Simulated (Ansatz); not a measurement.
**NaCu2S2, relaxed**

The start is NaCu2S2, a known structure type filled with other elements, at an estimated volume. Where does it settle when we relax cell and atoms at 20 GPa, and what is it like there?

Program: Ansatz 0.2.0. Level of theory: DFT, r2SCAN, collinear spin, plane waves, PAW. These are calculated values, not measurements.

## 1. The cell

It takes space group Fmmm (No. 69, orthorhombic). Conventional cell: a = 5.209 Å, b = 5.234 Å, c = 12.568 Å, α = 90.00°, β = 90.00°, γ = 90.00°. Na (site symmetry mmm) has 8 S at 3.16 to 3.17 Å as nearest neighbours. Cu (site symmetry 222) is surrounded by 4 S at 2.29 Å and 4 Cu at 2.60 to 2.62 Å. S (site symmetry mm2) has 4 Cu at 2.29 Å and 4 Na at 3.16 to 3.17 Å as nearest neighbours.

The coordinates stand in the input below.

The first density is read from a saved solution for the starting cell.

## 2. The walk to rest

input.yaml

```yaml
crystal:
  lattice:
    - [-2.60428565, 2.61718262, 0.0]
    - [2.60428565, 0.0, 6.28409555]
    - [2.60428565, 2.61718262, 0.0]
  atoms:
    - { symbol: Na, position: [0.5, 0.0, 0.5] }
    - { symbol: Cu, position: [0.25, 0.5, 0.25] }
    - { symbol: Cu, position: [0.75, 0.5, 0.75] }
    - { symbol: S, position: [0.1428, 0.2856, 0.8572] }
    - { symbol: S, position: [0.8572, 0.7144, 0.1428] }
  symmetry: { detect: false, time_reversal: true }
kpoints:
  mp_grid: { grid: [5, 5, 5], shift: [0, 0, 0] }
magnetization:
  spin_polarized: true
scf:
  occupations: { method: fermi_dirac, width: 0.0216 }
  lower_state_search: "off"
hamiltonian:
  pseudopotentials: { kind: paw }
  xc: r2scan
basis:
  ecutwfc: 500
  fft_grid_basis: typed
relax:
  max_steps: 80
  cell: { p_target: 20.0 }
  f_tol: 0.03
output:
  forces: true
  stress: true
  eigenvalues: true
  bader: true
  populations: true
  elf: true
  write_potential: true
  volumetric_format: npy
  dos:
    e_range: [-12, 8]
    de: 0.05
    projected: { site_lists: { Cu: [Cu], Na: [Na], S: [S] } }
  write_density: true
checkpoint:
  read: saved_state
```

Started as:

```console
$ ansatz run input.yaml --threads 2 --pin off --max-ram 4096MiB --backend cpu --events-out ev --progress --plain --runs-dir out
```

The log of the run, cut to the lines that bear on the results:

```text
Warning: RAYON_NUM_THREADS=2 ignored (pool sized by the plan → 2); use --threads N
the start keeps a symmetry that the run doesn't impose, so 5 atoms are moved at random by 1.00e-2 Å, to let the relaxation leave a saddle point. relax.escape_saddle: false keeps them in place
[...]
Pseudopotentials: kind: paw
Pseudopotential: Na, paw, valence charge 9, recommended cutoff 500 eV (meta_gga), Na.paw.azcp
Pseudopotential: Cu, paw, valence charge 19, recommended cutoff 500 eV (meta_gga), Cu.paw.azcp
Pseudopotential: S, paw, valence charge 6, recommended cutoff 500 eV (meta_gga), S.paw.azcp
Functional definition: r2SCAN
[...]
Crystal: 5 atoms, lattice volume = 85.663 Å³
Basis set: ecut = 500 eV, 2195 PW (Γ), exchange–correlation on 108×200×108 points (64 copies of the dense FFT grid, shifted against one another)
Bands: 36, of which v1, the nominal top of the filled ones, is band 30 counted from 1 (29 counted from 0)
Symmetry: 1 space group operations
k-points: 63 of 125 (time reversal used)
[...]
SCF iter   1: F=-16565.653366 eV  HF=-16565.604781 eV  |F-HF|=4.86e-2  |Δ(HF+E_count)|=         —  Δρ=3.95e-3 (↑2.38e-3 ↓3.95e-3)  dr2=7.86e-3  dr2_τ=7.76e-4  dr2_m=4.52e-3  M=0.061 μB ∫|m|=0.089 μB  β_m=0.30  ethr=1.46e-5  ⟨swp⟩=2.1  Hψ=27410  notcnv=0
[...]
spin=Collinear: Kerker preconditioning applied to the charge; magnetization (m = ρ↑ − ρ↓) channel mixes plain (no charge-response kernel on spin).
[...]
spin=Collinear: Kerker preconditioning applied to the charge; magnetization (m = ρ↑ − ρ↓) channel mixes plain (no charge-response kernel on spin).
[...]
relax step   1: F+E_penalty+E_count = -16565.66043151 eV  Δ(F+E_penalty+E_count) = +0.000e0 eV  max|allowed force component| = 8.144e-1 eV/Å  Δτ_max = 0.0000 Å  P = +3.312 GPa  Ω = 85.663 Å³  (10 SCF iters, dr2 threshold 1.00e-7 eV, accepted)
[...]
relax step   2: F+E_penalty+E_count = -16565.44913828 eV  Δ(F+E_penalty+E_count) = +2.113e-1 eV  max|allowed force component| = 5.322e-1 eV/Å  Δτ_max = 0.1201 Å  P = +10.187 GPa  Ω = 76.303 Å³  energy of the carried Pulay correction = +3.155e-3 eV  (10 SCF iters, dr2 threshold 5.00e-7 eV, accepted)
[...]
```

## 3. The log goes on

Output, continued:

```text
iter 1 solved again at ethr=2.65e-4 eV; its pass at ethr=3.10e-3 eV (dr2=1.56e-1 eV) is discarded
SCF iter   1: F=-16564.562002 eV  HF=-16564.258069 eV  |F-HF|=3.04e-1  |Δ(HF+E_count)|=         —  Δρ=9.36e-3 (↑9.36e-3 ↓9.36e-3)  dr2=1.60e-1  dr2_τ=9.80e-2  dr2_m=1.87e-14  M=0.000 μB ∫|m|=0.000 μB  β_m=0.30  ethr=2.65e-4  ⟨swp⟩=1.1  Hψ=23118  notcnv=0
preconditioner: auto → Kerker (q_TF=auto, 2.665 Å⁻¹)  [metal: Δε(μ)=0.016 eV  Ē_g=13.466 eV  σ=0.022 eV  W_gap=0.18  n_scr=24 (ndim 8)  ℏωp=28.8 eV  f_vac=0.011  D(μ)=2.76/eV (n_scr^D=24)]
spin=Collinear: Kerker preconditioning applied to the charge; magnetization (m = ρ↑ − ρ↓) channel mixes plain (no charge-response kernel on spin).
SCF iter   2: F=-16564.703986 eV  HF=-16564.719650 eV  |F-HF|=1.57e-2  |Δ(HF+E_count)|=   4.62e-1  Δρ=2.68e-3 (↑2.68e-3 ↓2.68e-3)  dr2=1.68e-2  dr2_τ=3.57e-4  dr2_m=1.89e-14  M=0.000 μB ∫|m|=0.000 μB  β_m=0.29  ethr=2.65e-4  ⟨swp⟩=3.0  Hψ=10420  notcnv=0  defer=12
SCF iter   3: F=-16564.705973 eV  HF=-16564.716130 eV  |F-HF|=1.02e-2  |Δ(HF+E_count)|=   3.52e-3  Δρ=2.08e-3 (↑2.08e-3 ↓2.08e-3)  dr2=1.55e-2  dr2_τ=6.24e-5  dr2_m=8.71e-15  M=0.000 μB ∫|m|=0.000 μB  β_m=0.51  ethr=2.85e-5  ⟨swp⟩=2.0  Hψ=7892  notcnv=0  defer=188
SCF iter   4: F=-16564.712407 eV  HF=-16564.714043 eV  |F-HF|=1.64e-3  |Δ(HF+E_count)|=   2.09e-3  Δρ=1.07e-3 (↑1.07e-3 ↓1.07e-3)  dr2=2.73e-3  dr2_τ=1.20e-5  dr2_m=5.03e-15  M=0.000 μB ∫|m|=0.000 μB  β_m=0.64  ethr=2.63e-5  ⟨swp⟩=2.1  Hψ=6722  notcnv=0  defer=188
SCF iter   5: F=-16564.713315 eV  HF=-16564.713774 eV  |F-HF|=4.59e-4  |Δ(HF+E_count)|=   2.69e-4  Δρ=5.42e-4 (↑5.42e-4 ↓5.42e-4)  dr2=8.08e-4  dr2_τ=3.75e-6  dr2_m=1.86e-14  M=0.000 μB ∫|m|=0.000 μB  β_m=0.82  ethr=4.63e-6  ⟨swp⟩=2.0  Hψ=7166  notcnv=0  defer=188
SCF iter   6: F=-16564.713553 eV  HF=-16564.713653 eV  |F-HF|=1.01e-4  |Δ(HF+E_count)|=   1.21e-4  Δρ=1.61e-4 (↑1.61e-4 ↓1.61e-4)  dr2=1.60e-4  dr2_τ=3.03e-7  dr2_m=2.11e-14  M=-0.000 μB ∫|m|=0.000 μB  β_m=0.91  ethr=1.37e-6  ⟨swp⟩=2.0  Hψ=6820  notcnv=0  defer=188
SCF iter   7: F=-16564.713559 eV  HF=-16564.713626 eV  |F-HF|=6.62e-5  |Δ(HF+E_count)|=   2.79e-5  Δρ=1.53e-4 (↑1.53e-4 ↓1.53e-4)  dr2=6.22e-5  dr2_τ=1.11e-7  dr2_m=1.37e-14  M=-0.000 μB ∫|m|=0.000 μB  β_m=0.80  ethr=2.71e-7  ⟨swp⟩=2.0  Hψ=6190  notcnv=0  defer=188
SCF iter   8: F=-16564.713564 eV  HF=-16564.713623 eV  |F-HF|=5.84e-5  |Δ(HF+E_count)|=   2.86e-6  Δρ=1.58e-4 (↑1.58e-4 ↓1.58e-4)  dr2=4.93e-5  dr2_τ=8.09e-8  dr2_m=6.81e-15  M=-0.000 μB ∫|m|=0.000 μB  β_m=0.62  ethr=1.05e-7  ⟨swp⟩=2.1  Hψ=6345  notcnv=0  defer=188
SCF iter   9: F=-16564.713607 eV  HF=-16564.713616 eV  |F-HF|=8.51e-6  |Δ(HF+E_count)|=   7.08e-6  Δρ=6.17e-5 (↑6.17e-5 ↓6.17e-5)  dr2=7.60e-6  dr2_τ=2.45e-8  dr2_m=2.65e-15  M=-0.000 μB ∫|m|=0.000 μB  β_m=0.81  ethr=8.36e-8  ⟨swp⟩=1.9  Hψ=5318  notcnv=0  defer=188
SCF iter  10: F=-16564.713614 eV  HF=-16564.713615 eV  |F-HF|=4.91e-7  |Δ(HF+E_count)|=   1.06e-6  Δρ=1.45e-5 (↑1.45e-5 ↓1.45e-5)  dr2=4.68e-7  dr2_τ=1.40e-9  dr2_m=1.68e-15  M=-0.000 μB ∫|m|=0.000 μB  ethr=8.47e-10  ⟨swp⟩=11.5  Hψ=32605  notcnv=0
SCF 4 converged in 10 iterations: F = -16564.713614 eV  dr2 = 4.68e-7
relax step   3: F+E_penalty+E_count = -16564.71361407 eV  Δ(F+E_penalty+E_count) = +7.355e-1 eV  max|allowed force component| = 1.075e-1 eV/Å  Δτ_max = 0.1193 Å  P = +21.827 GPa  Ω = 67.935 Å³  energy of the carried Pulay correction = +6.302e-3 eV  (10 SCF iters, dr2 threshold 5.00e-7 eV, accepted)
[... 1 line left out ...]
relax step   4: F+E_penalty+E_count = -16564.83956694 eV  Δ(F+E_penalty+E_count) = -1.260e-1 eV  max|allowed force component| = 6.603e-1 eV/Å  Δτ_max = 0.0449 Å  P = +17.167 GPa  Ω = 69.158 Å³  energy of the carried Pulay correction = +5.821e-3 eV  (8 SCF iters, dr2 threshold 5.00e-7 eV, rejected (line search))
[... 1 line left out ...]
relax step   5: F+E_penalty+E_count = -16564.81875666 eV  Δ(F+E_penalty+E_count) = -1.051e-1 eV  max|allowed force component| = 9.609e-3 eV/Å  Δτ_max = 0.0051 Å  P = +19.893 GPa  Ω = 68.744 Å³  energy of the carried Pulay correction = +5.983e-3 eV  (14 SCF iters, accepted)
[... 1 line left out ...]
relax step   6: F+E_penalty+E_count = -16564.81257749 eV  Δ(F+E_penalty+E_count) = +6.179e-3 eV  max|allowed force component| = 4.298e-3 eV/Å  Δτ_max = 0.0009 Å  P = +19.981 GPa  Ω = 68.694 Å³  energy of the carried Pulay correction = +6.003e-3 eV  (5 SCF iters, dr2 threshold 1.31e-7 eV, accepted)
[... 1 line left out ...]
relax step   7: F+E_penalty+E_count = -16564.80721329 eV  Δ(F+E_penalty+E_count) = +5.364e-3 eV  max|allowed force component| = 2.468e-3 eV/Å  Δτ_max = 0.0017 Å  P = +20.020 GPa  Ω = 68.650 Å³  energy of the carried Pulay correction = +6.020e-3 eV  (8 SCF iters, dr2 threshold 2.57e-8 eV, accepted)
[... 15 lines left out ...]
relax step   8: F+E_penalty+E_count = -16564.80405400 eV  Δ(F+E_penalty+E_count) = +3.159e-3 eV  max|allowed force component| = 2.055e-3 eV/Å  Δτ_max = 0.0000 Å  P = +19.980 GPa  Ω = 68.650 Å³  stress off target by 4.23e-2 GPa  SCF on the basis re-selected at this cell (its energy is not comparable with the rows above)  (9 SCF iters)
basis re-selected at this cell: Δ(F+E_penalty+E_count) = +3.159e-3 eV, ΔP = -0.040 GPa vs the last step (what re-selecting the basis moved, of the pressure what is left beyond the Pulay correction that the steps carried, after the strain that the cell walked since its last selection, with what the two solves' SCF thresholds leave and, on support functions, any second-order correction that the steps lacked; it is no measure of the basis error at this ecutwfc). The dense FFT grid was sized anew with the basis: this SCF ran on 27×48×27 points, the steps before it on 27×50×27, so part of this shift can come from that change (see relax.cell in the input reference). This SCF's stress stands 4.23e-2 GPa from its target on what of the cell is left free (relax.cell.stress_tol is 5.00e-2 GPa) and its largest allowed force component is 2.05e-3 eV/Å (relax.f_tol is 3.00e-2 eV/Å): within both
WARN: the relaxation ended near the 8 symmetry operations of its rattled start. A stable structure does so, and so can a saddle point along a move or strain that wasn't checked. `relax.random_displacement` or `relax.escape_saddle: true` tries the moves, and a distorted `crystal.lattice` a strain
SCF converged after 9 iterations
Magnetization: -0.0000 μB (29.5000 up, 29.5000 down)
Absolute magnetization: 0.0000 μB (∫|ρ↑−ρ↓|, with the PAW one-centre terms)
Spin contamination: 0.0000 ħ² per cell (⟨S²⟩ above its minimum at these occupations)
Per-site moments (μB) at R_I (Å): [(-2.799693866161855e-10, 1.1681950594500272), (-7.821440239271186e-9, 0.9290082549012143), (-7.604789193767525e-9, 0.9290448795124284), (-8.246238404880142e-9, 0.9290448795124284), (-8.828750129746595e-9, 0.9290082549012143)]
Free energy (F): -16564.804054 eV
Harris-Foulkes:  -16564.804054 eV  (|F-HF|=0.00e0)
Internal energy: -16564.800093 eV  (E = F + TS)
E sigma→0 (E₀):  -16564.802073 eV
Entropy (-TS):   -0.003961 eV (-0.792 meV/atom)
Fermi energy:    11.471455 eV
--- Per-component energies (eV) ---
  E_band       = -1086.180931
  E_kinetic    = 945.337120
  E_local      = -13174.495484  (includes V_loc(G=0)·N_el)
  E_nonlocal   = 972.314203
  E_hartree    = 5846.479995
  E_xc         = -393.064121
  E_vxc        = -500.761656  (∫ρ·V_xc dr)
  E_paw        = -4847.682738  (= ΣΔE_a)
  E_vpaw       = -1053.255760  (= ΣTr[D̂ρ^β])
  E_aug_tail   = 0.000301  (compensation charges beyond the density's cutoff)
  E_vtau       = 31.720503  (kinetic-family band-sum trace: ∫τ·v_τ [+ j·A + Jᵃ·Aᵃ] dr)
  E_ewald      = -5912.841352
  E_core_change = -0.848017  (= ΣΔE_core)
  E_smearing   = -0.003961  (= −TS)
  E_closure    = -0.000000  (closes the sum)
  Σ components = -16564.804054   (vs F -16564.804054, Δ=0.00e0)
--- Forces (eV/Å), atoms counted from 1 ---
  atom   1  Na    -0.00020756    -0.00175187    -0.00034419
  atom   2  Cu     0.00021078     0.00019324    -0.00009373
  atom   3  Cu    -0.00047909    -0.00006476    -0.00056410
  atom   4  S      0.00020060     0.00074155     0.00205395
  atom   5  S      0.00027522     0.00088267    -0.00105532
  max |Σ_I F_I| component: 3.40e-6 eV/Å
--- Stress (GPa, compression-positive) ---
       19.957891       0.001240       0.001902
        0.001240      19.975934      -0.000109
        0.001902      -0.000109      20.004732
  P = ⅓ Tr σ = 19.9795 GPa (199.795 kbar)
--- Band table (eV; the first three rows and the last of 126) ---
  k-point 0 ↑: bands = ["-105.1883", "-105.1723", "-61.0686", "-61.0684", "-61.0245", "-61.0070", "-60.9862", "-60.9861", "-42.7824", "-13.2300", "-13.1963", "-13.1963", "-4.3855", "-2.5974", "3.5903", "5.9053", "6.0810", "6.0836", "6.9276", "7.5418", "7.5445", "8.1582", "8.5657", "9.2317", "9.7190", "9.7207", "9.8390", "11.4216", "11.4227", "12.0132", "14.2839", "16.2098", "16.2910", "17.2040", "19.4468", "19.4705"]
[... 3 lines left out ...]
--- Relaxed structure (7 steps of the walk, 6 accepted, 1 SCFs on fresh bases) ---
  F+E_penalty+E_count = -16564.80405400 eV   max|allowed force component| = 2.055e-3 eV/Å   (the final SCF, on the basis selected at the relaxed cell)
  cell:  # Å, volume = 68.6501 Å³
    - [-2.46137668244768, 2.460984935881896, 0.0008898497937405629]
    - [2.459512582213923, 0.0002816966742957469, 5.667587159192657]
    - [2.460683333571567, 2.460295003695007, -0.00036786826393062923]
  atoms:
    - { symbol: Na, position: [0.5008846901380193, 0.0006636675913739895, 0.500678504089473] }
    - { symbol: Cu, position: [0.25080879684505586, 0.5007251160160091, 0.2505061485481673] }
    - { symbol: Cu, position: [0.7506990998121899, 0.5005648933823178, 0.7505916556948344] }
    - { symbol: S, position: [0.1248102169996936, 0.2483402302973274, 0.8766145339517744] }
    - { symbol: S, position: [0.8767061673601861, 0.7529270822152466, 0.12449064882970134] }
--- Löwdin populations: 5 sites ---
  site symbol       q [e]    m [muB]
     0     Na      8.3225     0.0000
     1     Cu     18.3506    -0.0000
     2     Cu     18.3506    -0.0000
     3      S      6.7464    -0.0000
     4      S      6.7463    -0.0000
  spilling = 0.008195 (of n_electrons = 59.000000)
--- Bader charges: 5 sites ---
  site symbol  charge [e]  shift [e]    m [muB]
     0     Na      0.8560     0.0003     0.0000
     1     Cu      0.4670     0.0010     0.0000
     2     Cu      0.4670     0.0010     0.0000
     3      S     -0.8950     0.0009     0.0000
     4      S     -0.8950     0.0009     0.0000
  estimated error of the sums over rays = 2.8e-4 e
```

It took 6.9 min on 2 threads of Intel Xeon Platinum 8375C at 2.90GHz (Ice Lake), shared host; peak memory 0.8 GiB.

Step by step:

| step | energy from step 1 (eV/cell) | largest force component (eV/Å) | pressure (GPa) | volume (Å³) |
| --- | --- | --- | --- | --- |
| 1 | 0.0000 | 0.8144 | 3.31 | 85.66 |
| 2 | 0.2113 | 0.5322 | 10.19 | 76.30 |
| 3 | 0.9468 | 0.1075 | 21.83 | 67.94 |
| 4x | 0.8209 | 0.6603 | 17.17 | 69.16 |
| 5 | 0.8417 | 0.0096 | 19.89 | 68.74 |
| 6 | 0.8479 | 0.0043 | 19.98 | 68.69 |
| 7 | 0.8532 | 0.0025 | 20.02 | 68.65 |
| 8 | 0.8564 | 0.0021 | 19.98 | 68.65 |

Step 1 is the start, which the program shook by about 0.01 Å to leave a possible saddle point. Step 8 repeats the geometry before on a plane-wave basis chosen anew for that cell, so the energy can jump there without any move; the table keeps such jumps. 1 step was tried and not accepted (marked x).

| input's cell | before | after | change |
| --- | --- | --- | --- |
| a (Å) | 3.692 | 3.481 | -5.7 % |
| b (Å) | 6.802 | 6.178 | -9.2 % |
| c (Å) | 3.692 | 3.480 | -5.8 % |
| α (°) | 74.33 | 73.65 | -0.68° |
| β (°) | 89.72 | 90.01 | +0.29° |
| γ (°) | 105.67 | 106.33 | +0.67° |
| volume (Å³/atom) | 17.13 | 13.73 | -19.9 % |

The largest move, 0.21 Å, apart from the change of the cell, is shared by several atoms, S4 among them.

At a target of 20 GPa the walk lowers the enthalpy E + PV, so the energy alone may rise.

## 4. States by energy

Counts of states in windows (eV from the Fermi level; tetrahedra), total and projected:

| from | to | total | Cu s | Cu d | S p |
| --- | --- | --- | --- | --- | --- |
| -8.0 | -7.0 | 0.71 | 0.10 | 0.10 | 0.45 |
| -7.0 | -6.0 | 3.10 | 0.40 | 0.71 | 1.82 |
| -6.0 | -5.0 | 3.79 | 0.09 | 1.59 | 1.98 |
| -5.0 | -4.0 | 4.96 | 0.05 | 2.74 | 1.98 |
| -4.0 | -3.0 | 5.39 | 0.02 | 4.79 | 0.41 |
| -3.0 | -2.0 | 6.32 | 0.03 | 5.73 | 0.40 |
| -2.0 | -1.0 | 3.69 | 0.06 | 2.24 | 1.22 |
| -1.0 | 0.0 | 3.07 | 0.04 | 1.35 | 1.54 |
| 0.0 | 1.0 | 0.97 | 0.01 | 0.30 | 0.63 |
| 1.0 | 2.0 | 0.00 | 0.00 | 0.00 | 0.00 |
| 2.0 | 3.0 | 0.00 | 0.00 | 0.00 | 0.00 |
| 3.0 | 4.0 | 0.70 | 0.15 | 0.02 | 0.06 |
| 4.0 | 5.0 | 2.23 | 0.55 | 0.06 | 0.25 |

## 5. How the electrons are shared

Gathered by element (positive charge: electrons given up): Löwdin charges also hold the electrons that the projection spills.

| element | atoms | Bader charge (e) | Bader volume (Å³) | Löwdin charge (e) |
| --- | --- | --- | --- | --- |
| Na | 1 | +0.86 | 7.9 | +0.68 |
| Cu | 2 | +0.47 | 10.3 | +0.65 |
| S | 2 | -0.90 to -0.89 | 20.1 | -0.75 |

The Löwdin projection spills 0.8 % of the electrons and depends on the orbitals chosen; where it disagrees with Bader's partition, neither is an observable.

## 6. Real-space fields

Maps in the plane spanned by a and c at height 0.001 along b (axes of the input's cell), one cell: a runs left to right (11 points from zero), c bottom to top (11 points), 90° apart. These are the smooth PAW fields, not the true ones near the nuclei.

Valence density. Ten steps from '0' (0.04 e/Å³) to '9' (16.50 e/Å³), finer at the low end (step k begins (100^(k/10) - 1)/99 of the way up):
```
11100000011
11000000001
00001221000
00014774100
00027997200
00027997200
00014774100
00001221000
11000000001
11100000011
11100000011
```

ELF. Values, 11 rows by 11 columns:
```
0.17 0.16 0.13 0.09 0.05 0.02 0.02 0.05 0.09 0.13 0.16
0.14 0.13 0.10 0.05 0.02 0.01 0.01 0.01 0.05 0.10 0.13
0.10 0.09 0.05 0.02 0.08 0.33 0.34 0.09 0.02 0.05 0.09
0.06 0.05 0.02 0.08 0.56 0.61 0.61 0.56 0.09 0.01 0.05
0.03 0.02 0.01 0.32 0.61 0.32 0.32 0.61 0.34 0.01 0.02
0.03 0.02 0.01 0.32 0.61 0.33 0.32 0.61 0.34 0.01 0.02
0.06 0.05 0.02 0.08 0.55 0.61 0.61 0.56 0.09 0.01 0.05
0.10 0.09 0.05 0.02 0.08 0.33 0.33 0.08 0.02 0.05 0.09
0.14 0.13 0.10 0.05 0.02 0.01 0.01 0.01 0.05 0.10 0.13
0.17 0.16 0.13 0.09 0.05 0.02 0.02 0.05 0.09 0.13 0.16
0.18 0.17 0.14 0.10 0.06 0.03 0.03 0.06 0.10 0.14 0.17
```

Atoms within 0.2 Å of the plane, in fractions of a and c: Na at (0.50, 0.50).

Along short contacts, where the density is least:

| contact | length (Å) | minimum at (fraction) | density (e/Å³) | ELF |
| --- | --- | --- | --- | --- |
| Cu2–S5 | 2.252 | 0.45 | 0.552 | 0.23 |
| Cu2–Cu3 | 2.461 | 0.50 | 0.307 | 0.18 |
| Na1–S4 | 2.832 | 0.40 | 0.086 | 0.02 |
| Na1–Cu3 | 3.325 | 0.38 | 0.051 | 0.02 |

```
fraction  Cu2–S5  Cu2–Cu3  Na1–S4  Na1–Cu3
     0.2    11.6     8.74    2.89     1.13
     0.3    2.37     1.57   0.246      0.1
     0.4   0.677    0.427  0.0864   0.0514
     0.5   0.572    0.307   0.145   0.0769
     0.6   0.802    0.427   0.345    0.137
     0.7     1.1     1.57   0.785    0.342
     0.8   0.998     8.74    1.15     2.54
```

(Smooth valence density in e/Å³ at fractions of each contact.)

## 7. Results

```
                                                 quantity                                                                       value
                                                    moves                                                                           5
                                             largest move                                                                  0.21 Å (S)
                     space group (0.01 Å), before / after                                                               Fmmm / I4/mmm
                                                     cell  a = 3.481 Å, b = 6.178 Å, c = 3.480 Å, α = 73.65°, β = 90.01°, γ = 106.33°
                                                   volume                                                     13.73 Å³/atom (-19.9 %)
                                      pressure at the end                                                                   19.98 GPa
                                                character                                                                       metal
density of states, mean within 0.25 eV of the Fermi level                                                         2.4 per eV per cell
                                            Bader charges                                      Na +0.86, Cu +0.47, S -0.90 to -0.89 e
                                                  moments                                                                        none
```

The volume shrank by 19.9 %, and the largest move of an atom is 0.21 Å apart from the change of the cell. Within 0.01 Å the space group went from Fmmm to I4/mmm. Bands cross the Fermi level: a metal; within 0.25 eV of the Fermi level the density of states averages 2.4 per eV per cell, mostly S p (63 %) and Cu d (33 %). The state carries no moments. Na loses most charge (+0.86 e on average) and S gains most (-0.90 e).

Keep in mind: the program displaced the start to leave a saddle point; the k mesh is coarse for a cell without a gap.
